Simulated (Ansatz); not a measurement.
# CuSn3: the cost of one run

Computed with Ansatz 0.2.0 (DFT PBE, scalar-relativistic, plane waves, PAW, unless a step's input says otherwise).

## (1) Starting point

The structure is hexagonal, space group P6_3/mmc (No. 194). The conventional cell has a = 6.623 Å, b = 6.623 Å, c = 5.005 Å, α = 90.00°, β = 90.00°, γ = 120.00°. Around Cu (site symmetry -6m2) lie 12 Sn at 3.11 to 3.31 Å. Sn (site symmetry mm2) has 4 Cu at 3.11 to 3.31 Å and 8 Sn at 3.19 to 3.42 Å as nearest neighbours.

Coordinates:

```xyz
8
Lattice="6.6229 0.0000 0.0000 -3.3114 5.7356 0.0000 0.0000 0.0000 5.0048" Properties=species:S:1:pos:R:3 pbc="T T T"
Cu    3.3114    1.9119    1.2512
Cu    0.0000    3.8237    3.7536
Sn    1.7121    0.9885    3.7536
Sn    4.9108    0.9885    3.7536
Sn    3.3114    3.7586    3.7536
Sn    1.5994    4.7471    1.2512
Sn   -1.5994    4.7471    1.2512
Sn    0.0000    1.9769    1.2512
```

The start is a polymorph listed in a database, not an invented cell.

## (2) A first look at the guess

File input.yaml:

```yaml
crystal:
  lattice:
    - [6.62288413, 0.0, 0.0]
    - [-3.31144206, 5.7355859, 0.0]
    - [0.0, 0.0, 5.00480795]
  atoms:
    - { symbol: Cu, position: [0.66666667, 0.33333333, 0.25] }
    - { symbol: Cu, position: [0.33333333, 0.66666667, 0.75] }
    - { symbol: Sn, position: [0.344679, 0.1723395, 0.75] }
    - { symbol: Sn, position: [0.8276605, 0.1723395, 0.75] }
    - { symbol: Sn, position: [0.8276605, 0.655321, 0.75] }
    - { symbol: Sn, position: [0.655321, 0.8276605, 0.25] }
    - { symbol: Sn, position: [0.1723395, 0.8276605, 0.25] }
    - { symbol: Sn, position: [0.1723395, 0.344679, 0.25] }
basis:
  ecutwfc: 420
kpoints:
  mp_grid: { grid: [3, 3, 4] }
hamiltonian:
  xc: pbe
scf:
  occupations: { method: gaussian, width: 0.1 }
  lower_state_search: "off"
output:
  forces: true
  stress: true
  eigenvalues: true
```

On the command line:

```sh
> ansatz run input.yaml --threads 1 --pin off --max-ram 2560MiB --backend cpu --events-out ev --progress --plain --runs-dir out
```

What time and memory should one allow on 1 thread of Arm Neoverse V2, shared host?

About 6.2 s, with a peak of 0.47 GiB.
